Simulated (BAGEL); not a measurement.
# doublet C2HF2Se at 3 levels

Wanted: a comparison of 3 runs (UHF/STO-3G, ROHF/6-31G*, UHF/6-31G*) of doublet C2HF2Se. 

The results are computed with BAGEL 1.2.2.

5 further runs of the same task are left out: 3 that didn't finish, 2 set aside as unsound or not needed.

### 1 The structure to begin with

C2HF2Se has 6 atoms, charge 0, and is taken as a doublet. SMILES of the parent species: `F/C=C(\F)[Se-]`. The shape comes from GFN2-xTB, which is rough for such elements, and wasn't checked as a minimum. That shape belongs to the parent species and isn't relaxed for this state.

Bond lengths: F1–C2 1.370 Å, C2–C3 1.328 Å, C3–F4 1.348 Å, C3–Se5 1.852 Å, C2–H6 1.075 Å. Angles: F1–C2–C3 123.6°, C2–C3–F4 120.0°, C2–C3–Se5 122.4°, F4–C3–Se5 117.6°, F1–C2–H6 113.0°, C3–C2–H6 123.4°.

### 2 A single-point energy at UHF/STO-3G (density fitting with qzvpp-jkfit) (run 1)

File hf.json:

```json
{ "bagel": [

{
  "title": "molecule",
  "basis": "sto-3g",
  "df_basis": "qzvpp-jkfit",
  "angstrom": true,
  "geometry": [
    { "atom": "F", "xyz": [       0.283520,      -1.136900,       1.471120 ] },
    { "atom": "C", "xyz": [      -0.026740,      -0.036440,       0.715940 ] },
    { "atom": "C", "xyz": [       0.036450,      -0.014180,      -0.610140 ] },
    { "atom": "F", "xyz": [       0.422640,      -1.114860,      -1.286160 ] },
    { "atom": "Se", "xyz": [      -0.389000,       1.493260,      -1.598590 ] },
    { "atom": "H", "xyz": [      -0.326870,       0.809120,       1.307840 ] }
  ]
},

{ "title": "uhf", "nopen": 1 },

{ "title": "print", "file": "orbitals.molden", "orbitals": true }

]}
```

The run is started by

```
$ BAGEL_NUM_THREADS=1 BAGEL hf.json > hf.out
```

The log of the run:

```text
* using 1 threads per process

  ===============================================================
  ===============================================================

  *** Geometry ***

  { "atom" : "F", "xyz" : [      0.535775,     -2.148430,      2.780014 ] },
  { "atom" : "C", "xyz" : [     -0.050531,     -0.068862,      1.352931 ] },
  { "atom" : "C", "xyz" : [      0.068881,     -0.026796,     -1.152997 ] },
  { "atom" : "F", "xyz" : [      0.798674,     -2.106780,     -2.430490 ] },
  { "atom" : "Se", "xyz" : [     -0.735103,      2.821852,     -3.020897 ] },
  { "atom" : "H", "xyz" : [     -0.617695,      1.529015,      2.471459 ] },

  Number of auxiliary basis functions:      588

  Since a DF basis is specified, we compute 2- and 3-index integrals:
    o Being stored without compression. Storage requirement is 0.007 GB

  Number of basis functions:       39
  Number of electrons      :       65

    * METHOD: MOLECULE                             0.29

  *** Open-shell HF ***

  === Nuclear Repulsion ===
   305.7904635290

      * DIIS with orbital gradients will be used.

  === UHF iteration (sto-3g) ===
      0      -2644.64950362          0.04341647           0.10
      1      -2644.83516481          0.02743307           0.10
      2      -2644.91694677          0.01462727           0.10
[... 19 lines of this table left out ...]
     22      -2644.97178352          0.00000000           0.09
    * SCF iteration converged.

    * S^2 (UHF) is 1.0126

    * Permanent dipole moment:
           (    0.103098,    -0.277455,    -0.274452) a.u.

    * METHOD: UHF                                  2.43

    * METHOD: PRINT                                0.00

  ===============================================================
```

Run time: 2.9 s. Hardware: 1 thread of Arm Neoverse V1, shared host.

### 3 The energy at ROHF/6-31G(d) (density fitting with qzvpp-jkfit, spherical functions) (run 2)

File input.json:

```json
{ "bagel" : [

{
  "title" : "molecule",
  "basis" : "6-31gs.json",
  "df_basis" : "qzvpp-jkfit",
  "angstrom" : true,
  "geometry" : [
    { "atom" : "F", "xyz" : [    0.283520,   -1.136900,    1.471120 ] },
    { "atom" : "C", "xyz" : [   -0.026740,   -0.036440,    0.715940 ] },
    { "atom" : "C", "xyz" : [    0.036450,   -0.014180,   -0.610140 ] },
    { "atom" : "F", "xyz" : [    0.422640,   -1.114860,   -1.286160 ] },
    { "atom" : "Se", "xyz" : [   -0.389000,    1.493260,   -1.598590 ] },
    { "atom" : "H", "xyz" : [   -0.326870,    0.809120,    1.307840 ] }
  ]
},
{
  "title" : "rohf",
  "nopen" : 1
},
{
  "title" : "print",
  "file" : "orbitals.molden",
  "orbitals" : true
}

]}
```

The basis set 6-31G* is read from a file made from the Basis Set Exchange's data (not shown).

The run is started by

```
$ BAGEL_NUM_THREADS=1 BAGEL input.json > input.out
```

The log of the run:

```text
* using 1 threads per process

  ===============================================================
  ===============================================================

  *** Geometry ***

  { "atom" : "F", "xyz" : [      0.535775,     -2.148430,      2.780014 ] },
  { "atom" : "C", "xyz" : [     -0.050531,     -0.068862,      1.352931 ] },
  { "atom" : "C", "xyz" : [      0.068881,     -0.026796,     -1.152997 ] },
  { "atom" : "F", "xyz" : [      0.798674,     -2.106780,     -2.430490 ] },
  { "atom" : "Se", "xyz" : [     -0.735103,      2.821852,     -3.020897 ] },
  { "atom" : "H", "xyz" : [     -0.617695,      1.529015,      2.471459 ] },

  Number of auxiliary basis functions:      588

  Since a DF basis is specified, we compute 2- and 3-index integrals:
    o Being stored without compression. Storage requirement is 0.038 GB

  Number of basis functions:       90
  Number of electrons      :       65

    * METHOD: MOLECULE                             0.43

  *** Open-shell HF ***

  === Nuclear Repulsion ===
   305.7904635290

      * DIIS with orbital gradients will be used.

  === ROHF iteration (6-31gs.json) ===
      0      -2674.42891375          0.03662791           0.29
      1      -2674.54124797          0.02827826           0.28
      2      -2674.59163140          0.02023543           0.26
[... 18 lines of this table left out ...]
     21      -2674.65749356          0.00000001           0.26
    * SCF iteration converged.

    * S^2 (ROHF) is 0.7500

    * Permanent dipole moment:
           (    0.258952,    -0.757845,    -0.335395) a.u.

    * METHOD: ROHF                                 6.15

    * METHOD: PRINT                                0.02

  ===============================================================
```

Run time: 6.9 s. Hardware: 1 thread of Arm Neoverse V1, shared host; peak memory 0.16 GiB.

### 4 The energy at UHF/6-31G(d) (density fitting with qzvpp-jkfit, spherical functions) (run 3)

Changes to hf.json since step 2:

```diff
@@ -4,3 +4,3 @@
   "title": "molecule",
-  "basis": "sto-3g",
+  "basis": "6-31gs.json",
   "df_basis": "qzvpp-jkfit",
@@ -17,5 +17,12 @@
 
-{ "title": "uhf", "nopen": 1 },
+{
+  "title": "uhf",
+  "nopen": 1
+},
 
-{ "title": "print", "file": "orbitals.molden", "orbitals": true }
+{
+  "title": "print",
+  "file": "orbitals.molden",
+  "orbitals": true
+}
```

The basis set 6-31G* is read from a file made from the Basis Set Exchange's data (not shown).

The run is started by

```
$ BAGEL_NUM_THREADS=1 BAGEL hf.json > hf.out
```

The log of the run:

```text
* using 1 threads per process

  ===============================================================
  ===============================================================

  *** Geometry ***

  { "atom" : "F", "xyz" : [      0.535775,     -2.148430,      2.780014 ] },
  { "atom" : "C", "xyz" : [     -0.050531,     -0.068862,      1.352931 ] },
  { "atom" : "C", "xyz" : [      0.068881,     -0.026796,     -1.152997 ] },
  { "atom" : "F", "xyz" : [      0.798674,     -2.106780,     -2.430490 ] },
  { "atom" : "Se", "xyz" : [     -0.735103,      2.821852,     -3.020897 ] },
  { "atom" : "H", "xyz" : [     -0.617695,      1.529015,      2.471459 ] },

  Number of auxiliary basis functions:      588

  Since a DF basis is specified, we compute 2- and 3-index integrals:
    o Being stored without compression. Storage requirement is 0.038 GB

  Number of basis functions:       90
  Number of electrons      :       65

    * METHOD: MOLECULE                             0.41

  *** Open-shell HF ***

  === Nuclear Repulsion ===
   305.7904635290

      * DIIS with orbital gradients will be used.

  === UHF iteration (6-31gs.json) ===
      0      -2674.42891375          0.03662791           0.27
      1      -2674.55057036          0.02794815           0.28
      2      -2674.60632868          0.01949351           0.27
[... 19 lines of this table left out ...]
     22      -2674.66821389          0.00000001           0.26
    * SCF iteration converged.

    * S^2 (UHF) is 0.9200

    * Permanent dipole moment:
           (    0.252878,    -0.744071,    -0.303595) a.u.

    * METHOD: UHF                                  6.50

    * METHOD: PRINT                                0.02

  ===============================================================
```

Run time: 7.2 s. Hardware: 1 thread of Arm Neoverse V1, shared host; peak memory 0.16 GiB.

### 5 The series

```
run                                                                level   energy (Eh)  dipole moment (D)   ⟨S²⟩  wall time
  1                        UHF/STO-3G (density fitting with qzvpp-jkfit)  -2644.971784               1.03  1.013      2.9 s
  2  ROHF/6-31G* (density fitting with qzvpp-jkfit, spherical functions)  -2674.657494               2.21  0.750      6.9 s
  3   UHF/6-31G* (density fitting with qzvpp-jkfit, spherical functions)  -2674.668214               2.14  0.920      7.2 s
```

### 6 Summary of results

| quantity | value |
| --- | --- |
| run 3: total energy | -2674.66821 Eh |
| run 3: dipole moment | 2.14 D |
| run 3: ⟨S²⟩ | 0.920 |

The dipole moment (its size) runs from 1.03 D (UHF/STO-3G) to 2.21 D (ROHF/6-31G*). The two ends differ in method and basis. In run 1 the basis is minimal, so the values are rough. Spin contamination of the reference: run 1 ⟨S²⟩ = 1.01, run 3 ⟨S²⟩ = 0.92. All runs together took 17 s, the longest 7.2 s.
